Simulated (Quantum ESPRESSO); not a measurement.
# GaS2 in Quantum ESPRESSO: notebook, part 2 of 2

Quantum ESPRESSO 7.5. The steps go on from the part before.

## (3) Work function, PW91

pw.in reads:

```
&CONTROL
  calculation = 'scf'
  prefix = 'pwscf'
  outdir = './tmp'
  pseudo_dir = './pseudo'
  tprnfor = .true.
  disk_io = 'low'
/
&SYSTEM
  ibrav = 0
  celldm(1) = 8
  nat = 3
  ntyp = 2
  ecutwfc = 70
  ecutrho = 560
  nbnd = 19
  input_dft = 'pw91'
  occupations = 'smearing'
  smearing = 'mp'
  degauss = 0.00367493
  assume_isolated = 'esm'
  esm_bc = 'bc1'
/
&ELECTRONS
  conv_thr = 3d-09
  electron_maxstep = 150
  mixing_beta = 0.3
  mixing_mode = 'local-TF'
  tqr = .true.
/
ATOMIC_SPECIES
Ga    69.7230 Ga.pbe-dn-kjpaw_psl.1.0.0.UPF
S     32.0600 s_pbe_v1.4.uspp.F.UPF
CELL_PARAMETERS alat
  0.6102327223218   0.0000000000000   0.0000000000000
  0.0000000000000   0.6102327223218   0.0000000000000
  0.0000000000000   0.0000000000000   8.1024794939364
ATOMIC_POSITIONS crystal
Ga     0.0000000000    0.0000000000    0.0000000000
S      0.0000000000    0.0000000000    0.0726900000
S      0.0000000000    0.0000000000   -0.0726900000
K_POINTS automatic
10 10 1 0 0 0
```

pp_density.in reads:

```
&INPUTPP
  prefix = 'pwscf'
  outdir = './tmp'
  filplot = 'density.dat'
  plot_num = 0
/
&PLOT
  nfile = 1
  filepp(1) = 'density.dat'
  iflag = 3
  output_format = 6
  fileout = 'density.cube'
/
```

pp_potential.in reads:

```
&INPUTPP
  prefix = 'pwscf'
  outdir = './tmp'
  filplot = 'potential.dat'
  plot_num = 11
/
&PLOT
  nfile = 1
  filepp(1) = 'potential.dat'
  iflag = 3
  output_format = 6
  fileout = 'potential.cube'
/
```

Potentials or basis: SSSP 1.3 efficiency PBE.

Run with:

```bash
$ OMP_NUM_THREADS=1 mpirun -n 2 pw.x -nk 2 -in pw.in > pw.out
$ OMP_NUM_THREADS=1 mpirun -n 1 pp.x -in pp_density.in > pp_density.out
$ OMP_NUM_THREADS=1 mpirun -n 1 pp.x -in pp_potential.in > pp_potential.out
```

pw.out:

```text
This program is part of the open-source Quantum ESPRESSO suite
     for quantum simulation of materials; please cite
         "P. Giannozzi et al., J. Phys.:Condens. Matter 21 395502 (2009);
         "P. Giannozzi et al., J. Phys.:Condens. Matter 29 465901 (2017);
         "P. Giannozzi et al., J. Chem. Phys. 152 154105 (2020);
     in publications or presentations arising from this work. More details at

     file Ga.pbe-dn-kjpaw_psl.1.0.0.UPF: wavefunction(s)  4S renormalized

     IMPORTANT: XC functional enforced from input :
     Exchange-correlation= PW91
                           (   1   4   2   2   0   0   0)
     Any further DFT definition will be discarded
     Please, verify this is what you really want

     Message from routine setup:
     using ibrav=0 with symmetry is DISCOURAGED, use correct ibrav instead

     K-points division:     npool     =       2
     Subspace diagonalization in iterative solution of the eigenvalue problem:
     a serial algorithm will be used

     G-vector sticks info
     --------------------
     sticks:   dense  smooth     PW     G-vecs:    dense   smooth      PW
     Sum        1069     529    161               345621   121801   20679

     Using Slab Decomposition

     bravais-lattice index     =            0
     lattice parameter (alat)  =       8.0000  a.u.
     unit-cell volume          =    1544.8236 (a.u.)^3
     number of atoms/cell      =            3
     number of atomic types    =            2
     number of electrons       =        25.00
     number of Kohn-Sham states=           19
     kinetic-energy cutoff     =      70.0000  Ry
     charge density cutoff     =     560.0000  Ry
     scf convergence threshold =      3.0E-09
     mixing beta               =       0.3000
     number of iterations used =            8  local-TF  mixing
     Exchange-correlation= PW91
                           (   1   4   2   2   0   0   0)

     Effective Screening Medium Method
     =================================
     Boundary Conditions: Vacuum-Slab-Vacuum
     total charge in unit cell        =   0.0000
     grid points for fit at edges     =        4

     celldm(1)=   8.000000  celldm(2)=   0.000000  celldm(3)=   0.000000
     celldm(4)=   0.000000  celldm(5)=   0.000000  celldm(6)=   0.000000

     crystal axes: (cart. coord. in units of alat)
               a(1) = (   0.610233   0.000000   0.000000 )
               a(2) = (   0.000000   0.610233   0.000000 )
               a(3) = (   0.000000   0.000000   8.102479 )

     reciprocal axes: (cart. coord. in units 2 pi/alat)
               b(1) = (  1.638719  0.000000  0.000000 )
               b(2) = (  0.000000  1.638719  0.000000 )
               b(3) = (  0.000000  0.000000  0.123419 )

     PseudoPot. # 1 for Ga read from file:
     Ga.pbe-dn-kjpaw_psl.1.0.0.UPF
     Pseudo is Projector augmented-wave + core cor, Zval = 13.0
[... 65 lines left out ...]
     Real space treatment of Q(r)

     Initializing real-space augmentation for DENSE grid
     Message from routine real_space_q:
     integrated real space q too different from target q
     Largest difference:   0.000023 for atom type # 2

     Initial potential from superposition of free atoms

     starting charge      24.9970, renormalised to      25.0000

     negative rho (up, down):  5.559E-05 0.000E+00
     Starting wfcs are   17 randomized atomic wfcs +    2 random wfcs
     Checking if some PAW data can be deallocated...

     Self-consistent Calculation

     iteration #  1     ecut=    70.00 Ry     beta= 0.30
     Davidson diagonalization with overlap
     c_bands:  2 eigenvalues not converged
     c_bands:  1 eigenvalues not converged
     c_bands:  1 eigenvalues not converged
     ethr =  1.00E-02,  avg # of iterations = 17.3

     Threshold (ethr) on eigenvalues was too large:
     Diagonalizing with lowered threshold

     Davidson diagonalization with overlap
     c_bands:  4 eigenvalues not converged
     c_bands:  4 eigenvalues not converged
     c_bands:  2 eigenvalues not converged
     c_bands:  2 eigenvalues not converged
     c_bands:  2 eigenvalues not converged
     c_bands:  1 eigenvalues not converged
     c_bands:  1 eigenvalues not converged
     c_bands:  3 eigenvalues not converged
     c_bands:  2 eigenvalues not converged
     c_bands:  2 eigenvalues not converged
     c_bands:  2 eigenvalues not converged
     ethr =  7.94E-05,  avg # of iterations = 27.6
[... 499 lines left out ...]
     iteration # 48     ecut=    70.00 Ry     beta= 0.30
     Davidson diagonalization with overlap
     ethr =  1.71E-11,  avg # of iterations =  1.8

     negative rho (up, down):  3.589E-05 0.000E+00

     End of self-consistent calculation

          k = 0.0000 0.0000 0.0000 ( 15437 PWs)   bands (ev):

   -21.0593 -20.8436 -20.6906 -20.3777 -20.2084 -20.2084 -20.1323 -14.9407
   -10.9155  -8.0750  -2.7930  -2.7930  -2.7461  -2.7461  -2.6863  -0.6580
    -0.2250  -0.1536   0.2490
[... 111 lines left out ...]
   -20.6410 -20.4455 -20.4170 -20.2909 -20.0054 -15.5523 -15.5123 -10.2282
   -10.0730  -9.1013  -8.9846  -7.6199  -6.4602  -5.0825  -4.0282  -0.8495
    -0.5235  -0.3514   1.9832

          k =-0.8194-0.8194 0.0000 ( 14988 PWs)   bands (ev):

   -20.6719 -20.4401 -20.4401 -20.2737 -19.9550 -15.0909 -15.0341  -9.9171
    -9.9171  -9.7780  -9.7780  -6.8164  -6.1782  -4.4267  -4.4267  -1.6672
    -1.1969  -0.8835   1.6148

     the Fermi energy is    -5.1067 ev

!    total energy              =    -327.07229169 Ry
     estimated scf accuracy    <          3.1E-10 Ry
     smearing contrib. (-TS)   =      -0.00006235 Ry
     internal energy E=F+TS    =    -327.07222934 Ry

     The total energy is F=E-TS. E is the sum of the following terms:
     one-electron contribution =    1181.09680229 Ry
     hartree contribution      =    -582.62290495 Ry
     xc contribution           =     -55.19417524 Ry
     ewald contribution        =    -758.35563022 Ry
     one-center paw contrib.   =    -111.99632121 Ry

     convergence has been achieved in  48 iterations

     negative rho (up, down):  3.589E-05 0.000E+00

     Forces acting on atoms (cartesian axes, Ry/au):

     atom    1 type  1   force =     0.00000000    0.00000000    0.00000000
     atom    2 type  2   force =     0.00000000    0.00000000    0.00210897
     atom    3 type  2   force =     0.00000000    0.00000000   -0.00210897

     Total force =     0.002983     Total SCF correction =     0.000030

=------------------------------------------------------------------------------=
   JOB DONE.
=------------------------------------------------------------------------------=
```

pp_density.out:

```text
This program is part of the open-source Quantum ESPRESSO suite
     for quantum simulation of materials; please cite
         "P. Giannozzi et al., J. Phys.:Condens. Matter 21 395502 (2009);
         "P. Giannozzi et al., J. Phys.:Condens. Matter 29 465901 (2017);
         "P. Giannozzi et al., J. Chem. Phys. 152 154105 (2020);
     in publications or presentations arising from this work. More details at

     file Ga.pbe-dn-kjpaw_psl.1.0.0.UPF: wavefunction(s)  4S renormalized

     IMPORTANT: XC functional enforced from input :
     Exchange-correlation= PW91
                           (   1   4   2   2   0   0   0)
     Any further DFT definition will be discarded
     Please, verify this is what you really want

     G-vector sticks info
     --------------------
     sticks:   dense  smooth     PW     G-vecs:    dense   smooth      PW
     Sum        1069     529    161               345621   121801   20679

     Using Slab Decomposition

     Initializing real-space augmentation for DENSE grid
     Message from routine real_space_q:
     integrated real space q too different from target q
     Largest difference:   0.000023 for atom type # 2

     negative rho (up, down):  3.589E-05 0.000E+00

     Calling punch_plot, plot_num =   0
     Writing data to file  density.dat
     Reading data from file  density.dat

     Writing data to be plotted to file density.cube
     Plot Type: 3D                     Output format: Gaussian cube

=------------------------------------------------------------------------------=
   JOB DONE.
=------------------------------------------------------------------------------=
```

pp_potential.out:

```text
This program is part of the open-source Quantum ESPRESSO suite
     for quantum simulation of materials; please cite
         "P. Giannozzi et al., J. Phys.:Condens. Matter 21 395502 (2009);
         "P. Giannozzi et al., J. Phys.:Condens. Matter 29 465901 (2017);
         "P. Giannozzi et al., J. Chem. Phys. 152 154105 (2020);
     in publications or presentations arising from this work. More details at

     file Ga.pbe-dn-kjpaw_psl.1.0.0.UPF: wavefunction(s)  4S renormalized

     IMPORTANT: XC functional enforced from input :
     Exchange-correlation= PW91
                           (   1   4   2   2   0   0   0)
     Any further DFT definition will be discarded
     Please, verify this is what you really want

     G-vector sticks info
     --------------------
     sticks:   dense  smooth     PW     G-vecs:    dense   smooth      PW
     Sum        1069     529    161               345621   121801   20679

     Using Slab Decomposition

     Initializing real-space augmentation for DENSE grid
     Message from routine real_space_q:
     integrated real space q too different from target q
     Largest difference:   0.000023 for atom type # 2

     negative rho (up, down):  3.589E-05 0.000E+00

     Calling punch_plot, plot_num =  11
     Writing data to file  potential.dat
     Reading data from file  potential.dat

     Writing data to be plotted to file potential.cube
     Plot Type: 3D                     Output format: Gaussian cube

=------------------------------------------------------------------------------=
   JOB DONE.
=------------------------------------------------------------------------------=
```

Wall time 8.1 min (2 MPI ranks of Arm Neoverse V2, shared host); peak memory 0.82 GiB.

What came out:

```yaml
Free_energy: -4450.0452 eV
Largest_force: 0.054 eV/Å
Band_gap_on_the_k_mesh: none (metal or under the smearing width)
Work_function_of_the_upper_face: 5.11 eV
Work_function_of_the_lower_face: 5.11 eV
```

Forces in eV/Å, atoms in the order of the input:
```
Ga   0.000  0.000  0.000
S    0.000  0.000  0.054
S    0.000  0.000 -0.054
```

Caveat: the potentials were made for another functional, which shifts forces and pressure; real space augmentation costs some meV and hundredths of eV per Å.
